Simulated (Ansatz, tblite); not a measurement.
**The cluster Cs3Cl3: removing and adding an electron**

An exercise on one series of results from a longer session: the logs are not shown, and one member is left open.

Method: as each input shows; program: Ansatz 0.2.0, Gaussian basis.

The runs, in order: charge +1 doublet, at the geometry of the singlet (PBE0-D4/def2-TZVP, PBE-D4/def2-TZVP, r2SCAN-D4/def2-TZVP, CCSD(T)/def2-SVP); charge -1 doublet, at the geometry of the singlet (PBE0-D4/def2-TZVPD, PBE-D4/def2-TZVPD, r2SCAN-D4/def2-TZVPD); charge -1 doublet, relaxed (PBE0-D4/def2-TZVPD, PBE-D4/def2-TZVPD); the starting singlet's energies come from earlier runs.

## The relaxed structure

The singlet was relaxed beforehand with PBE0-D4/def2-SVP. At that level it is the lowest of the isomers that a small search found.

6 atoms, charge 0, spin multiplicity 1.

Atoms are counted from 1 here; the program's logs count them from 0.

Bond lengths: Cs1–Cl4 3.160 Å, Cs1–Cl5 3.159 Å, Cs2–Cl4 3.390 Å, Cs2–Cl5 3.408 Å, Cs2–Cl6 3.157 Å, Cs3–Cl4 3.406 Å, Cs3–Cl5 3.390 Å, Cs3–Cl6 3.156 Å. Angles: Cl4–Cs1–Cl5 76.9°, Cl4–Cs2–Cl5 70.6°, Cl4–Cs2–Cl6 91.2°, Cl5–Cs2–Cl6 91.0°, Cl4–Cs3–Cl5 70.6°, Cl4–Cs3–Cl6 90.9°, Cl5–Cs3–Cl6 91.3°, Cs1–Cl4–Cs2 94.1°, Cs1–Cl4–Cs3 93.8°, Cs2–Cl4–Cs3 74.6°, Cs1–Cl5–Cs2 93.8°, Cs1–Cl5–Cs3 94.1°, Cs2–Cl5–Cs3 74.6°, Cs2–Cl6–Cs3 81.4°.

Cs takes a core potential in the def2 sets. No spin-orbit coupling is included.

The first run:

Input file in.yaml:

```yaml
crystal:
  periodic: [false, false, false]
  atoms:
    - {symbol: Cs, position_ang: [-3.233972, -0.472949, 0.900128]}
    - {symbol: Cs, position_ang: [0.553781, -0.871796, -2.014949]}
    - {symbol: Cs, position_ang: [1.244443, 1.135555, 1.512970]}
    - {symbol: Cl, position_ang: [-0.385776, -1.826573, 1.099638]}
    - {symbol: Cl, position_ang: [-1.360987, 1.573296, -0.611927]}
    - {symbol: Cl, position_ang: [3.182503, 0.462476, -0.885849]}
basis:
  gaussian: {orbitals: def2-SVP}
total_charge: 1
magnetization: {spin_polarized: true, initial_magnetization: 1}
hamiltonian: {xc: pbe0, dispersion: d4}
output: {orbitals: {seedname: orbitals}}
```

Started as:

```bash
$ ansatz run in.yaml --threads 4 --pin off --events-out ev --progress --plain --max-ram 3916MiB
```

Among the steps run: Charge +1 doublet at the fixed geometry, first pass, PBE0-D4/def2-SVP; Charge +1 doublet at the fixed geometry, PBE0-D4/def2-TZVP; Charge +1 doublet at the fixed geometry, PBE-D4/def2-TZVP; Charge +1 doublet at the fixed geometry, r2SCAN-D4/def2-TZVP; Charge +1 doublet at the fixed geometry, CCSD(T)/def2-SVP.

One of the session's tables, all rows but one given; the rest of the session is left out.

It belongs to the step «Vertical ionisation energy». 

| method | vertical ionisation energy (eV) |
| --- | --- |
| HF/def2-SVP | 7.16 |
| PBE-D4/def2-TZVP | 7.47 |
| r2SCAN-D4/def2-TZVP | 7.68 |
| PBE0-D4/def2-TZVP | 8.01 |
| MP2/def2-SVP | ? |
| CCSD/def2-SVP | 7.80 |
| CCSD(T)/def2-SVP | 7.82 |

Estimate the missing values for MP2/def2-SVP.

The run gave: vertical ionisation energy (eV): 7.94. In the column «vertical ionisation energy (eV)» it lies between CCSD(T)/def2-SVP (7.82) and PBE0-D4/def2-TZVP (8.01).

To keep in mind: The anion's highest level is positive in at least one run, so there the basis alone may hold the extra electron.
